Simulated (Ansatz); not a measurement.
# C3H8FNSi: the cost of one run

Program: Ansatz 0.2.0. Level of theory: RKS B3LYP-D4/def2-SVP. These are calculated values, not measurements.

### 1 The structure to begin with

Bond lengths: N1–C2 1.317 Å, C2–F3 1.336 Å, C2–C4 1.396 Å, C4–C5 1.442 Å, C5–Si6 1.888 Å, N1–H7 1.066 Å, N1–H8 0.974 Å, C4–H9 1.125 Å, C5–H10 1.081 Å, C5–H11 1.066 Å, Si6–H12 1.504 Å, Si6–H13 1.505 Å, Si6–H14 1.456 Å. Angles (14 of 21 angles, heavy atoms first): N1–C2–F3 113.9°, N1–C2–C4 128.9°, F3–C2–C4 117.2°, C2–C4–C5 125.3°, C4–C5–Si6 112.8°, C2–N1–H7 111.5°, C2–N1–H8 113.5°, C2–C4–H9 113.3°, C5–C4–H9 121.4°, C4–C5–H10 111.3°, C4–C5–H11 107.7°, Si6–C5–H10 107.5°, Si6–C5–H11 108.0°, C5–Si6–H12 111.8°.

Coordinates:

```xyz
14

N    -2.6162   -0.7750    0.3425
C    -1.3489   -0.8141   -0.0121
F    -0.8510   -2.0501   -0.1084
C    -0.4822    0.2454   -0.2856
C     0.8935    0.1125   -0.6963
Si    2.1079    0.7883    0.5823
H    -3.0968    0.1027   -0.0241
H    -3.1167   -1.5706    0.0865
H    -0.9675    1.2549   -0.1805
H     1.1522   -0.9213   -0.8754
H     1.0183    0.6707   -1.5957
H     2.0456    0.0175    1.8726
H     1.7814    2.2326    0.8495
H     3.4674    0.6773    0.0736
```

### 2 End point A

File input.yaml:

```yaml
crystal:
  periodic: [false, false, false]
  atoms:
    - { symbol: "N", position_ang: [-2.6162, -0.775, 0.3425] }
    - { symbol: C, position_ang: [-1.3489, -0.8141, -0.0121] }
    - { symbol: F, position_ang: [-0.851, -2.0501, -0.1084] }
    - { symbol: C, position_ang: [-0.4822, 0.2454, -0.2856] }
    - { symbol: C, position_ang: [0.8935, 0.1125, -0.6963] }
    - { symbol: Si, position_ang: [2.1079, 0.7883, 0.5823] }
    - { symbol: H, position_ang: [-3.0968, 0.1027, -0.0241] }
    - { symbol: H, position_ang: [-3.1167, -1.5706, 0.0865] }
    - { symbol: H, position_ang: [-0.9675, 1.2549, -0.1805] }
    - { symbol: H, position_ang: [1.1522, -0.9213, -0.8754] }
    - { symbol: H, position_ang: [1.0183, 0.6707, -1.5957] }
    - { symbol: H, position_ang: [2.0456, 0.0175, 1.8726] }
    - { symbol: H, position_ang: [1.7814, 2.2326, 0.8495] }
    - { symbol: H, position_ang: [3.4674, 0.6773, 0.0736] }
basis:
  gaussian: { orbitals: def2-SVP }
hamiltonian:
  xc: b3lyp
  dispersion: d4
relax:
  f_tol: 0.02
  max_steps: 50
```

Command:

```console
ansatz run input.yaml --threads 2 --pin off --max-ram 3072MiB --backend cpu --events-out ev --progress --plain --runs-dir out
```

Q: Estimate wall time and peak memory on 2 threads of Intel Xeon Platinum 8488C (Sapphire Rapids), shared host.

About 27 s, with a peak of 0.34 GiB.
